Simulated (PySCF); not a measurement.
# C5H11GeN: the cost of one run

The runs use PySCF 2.14.0, with density-fitted response routines of our own; the level of theory stands in each step. All values are computed, except where a source is named. Atoms count from 0, in the outputs and in this text.

**1. Starting geometry**

18 atoms, charge 0, multiplicity 1; geometry from: GFN2-xTB.

Bonds of the start (Å): N0–Ge1 1.83, Ge1–C2 1.99, C2–C3 1.49, C3–C4 1.33, C4–C5 1.50, C5–C6 1.53, C6–Ge1 2.00, N0–H7 1.01, N0–H8 1.01, Ge1–H9 1.52, C2–H10 1.09, C2–H11 1.09, C3–H12 1.08, C4–H13 1.08, C5–H14 1.09, C5–H15 1.09, C6–H16 1.09, C6–H17 1.09.

**2. TDDFT and polarisability: wB97X-D/def2-SVPD**

What the job is given:

```
{"job": {"kind": "uv", "xc": "wB97X-D", "basis": "def2-SVPD", "nstates": 8, "ntriplets": 3}, "charge": 0, "multiplicity": 1}
N      2.339749     0.790752     0.966438
Ge     1.286040     0.214847    -0.409477
C     -0.222131     1.499536    -0.606724
C     -1.308704     1.078308     0.326226
C     -1.751817    -0.170263     0.399154
C     -1.185084    -1.285794    -0.426480
C      0.301859    -1.504729    -0.118121
H      1.848461     0.963341     1.833068
H      3.153020     0.229618     1.176895
H      2.231450     0.180375    -1.595225
H     -0.579600     1.444510    -1.637979
H      0.082751     2.526542    -0.418471
H     -1.734959     1.839852     0.966194
H     -2.545679    -0.423419     1.088211
H     -1.289446    -1.040777    -1.488144
H     -1.738595    -2.209605    -0.242626
H      0.410366    -1.821978     0.920427
H      0.693559    -2.304798    -0.745023
```

With the program's defaults for keys left out, this is: TDDFT wB97X-D/def2-SVPD, vertical, gas phase, core orbitals frozen in the response.

Started as:

```bash
> OMP_NUM_THREADS=1 python probes_run.py task.json out
```

This one command runs all jobs of the session in turn.

Q: Estimate the wall time and peak memory of this job on 1 thread of Arm Neoverse V2, shared host.

About 93 s, with a peak of 1.1 GiB.
